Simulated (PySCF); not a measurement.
# C8H7N: the cost of one run

Computed with PySCF 2.14.0 and routines of our own; the level stands in each step. Atoms count from 0.

### Step 1. The system as given

16 atoms, charge 0, multiplicity 1; geometry from: GFN2-xTB.

### Step 2. Relaxing the molecule at BHandHLYP/def2-SV(P)

What the job is given:

```
{"job": {"xc": "BHandHLYP", "basis": "def2-SV(P)", "grid": 1, "kind": "geom"}, "charge": 0, "multiplicity": 1}
N     -2.007163    -1.556081    -0.164711
C     -1.209564    -0.485595    -0.027102
C     -1.728723     0.875003     0.210352
C     -0.694822     1.735178     0.303539
C      0.529036     0.971494     0.131908
C      1.892007     1.064465     0.089203
C      2.409074    -0.260843    -0.142211
C      1.378075    -1.146983    -0.239394
C      0.162523    -0.398868    -0.069925
H     -3.005546    -1.461411    -0.109064
H     -1.612274    -2.465384    -0.325980
H     -2.778245     1.096077     0.289225
H     -0.753264     2.795018     0.473375
H      2.500572     1.944777     0.202577
H      3.456160    -0.491788    -0.222487
H      1.454555    -2.206115    -0.410718
```

Command:

```sh
$ OMP_NUM_THREADS=1 python excited_run.py task.json out
```

One launch serves the whole session: the jobs run in the order shown.

Q: Estimate the wall time and peak memory of this first job on 1 thread of Intel Xeon Platinum 8488C, shared host.

About 47 s, with a peak of 0.64 GiB.
